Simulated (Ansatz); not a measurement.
# Ir2Pt: the cost of one run

Computed with Ansatz 0.2.0 (DFT PBE, scalar-relativistic, plane waves, PAW, unless a step's input says otherwise).

### 1 The starting structure

Symmetry: P4_2/mnm, No. 136, tetragonal system. The conventional cell has a = 5.177 Å, b = 5.177 Å, c = 3.335 Å, α = 90.00°, β = 90.00°, γ = 90.00°. Around Ir (site symmetry m2m) lie 3 Pt at 2.19 to 2.24 Å. Around Pt (site symmetry mmm) lie 6 Ir at 2.19 to 2.24 Å.

As a file:

```
CELL_PARAMETERS angstrom
5.17711 0.00000 0.00000
0.00000 5.17711 0.00000
0.00000 0.00000 3.33458
ATOMIC_POSITIONS crystal
Ir 0.30600 0.30600 0.00000
Ir 0.19400 0.80600 0.50000
Ir 0.69400 0.69400 0.00000
Ir 0.80600 0.19400 0.50000
Pt 0.00000 0.00000 0.00000
Pt 0.50000 0.50000 0.50000
```

This is candidate A: rutile type (P4_2/mnm, No. 136).

(A quick probe on a coarse mesh, which set the mesh and smearing, is not shown.)

### 3 A loose first relaxation (candidate A)

Input file input.yaml:

```yaml
crystal:
  lattice:
    - [5.1771098932, 0.0, 0.0]
    - [0.0, 5.1771098932, 0.0]
    - [0.0, 0.0, 3.3345816661]
  atoms:
    - { symbol: Ir, position: [0.306, 0.306, 0.0] }
    - { symbol: Ir, position: [0.194, 0.806, 0.5] }
    - { symbol: Ir, position: [0.694, 0.694, 0.0] }
    - { symbol: Ir, position: [0.806, 0.194, 0.5] }
    - { symbol: Pt, position: [0.0, 0.0, 0.0] }
    - { symbol: Pt, position: [0.5, 0.5, 0.5] }
basis:
  ecutwfc: 420
kpoints:
  mp_grid: { grid: [4, 4, 6] }
hamiltonian:
  xc: pbe
scf:
  occupations: { method: gaussian, width: 0.1 }
  lower_state_search: "off"
output:
  forces: true
  stress: true
  eigenvalues: true
relax:
  adjacent_minimum: "off"
  f_tol: 0.04
  max_steps: 70
  cell: { stress_tol: 0.4 }
```

On the command line:

```
$ ansatz run input.yaml --threads 1 --pin off --max-ram 2560MiB --backend cpu --events-out ev --progress --plain --runs-dir out
```

Q: Estimate wall time and peak memory on 1 thread of Intel Xeon Platinum 8375C at 2.90GHz (Ice Lake), shared host.

About 2 min, with a peak of 0.53 GiB.
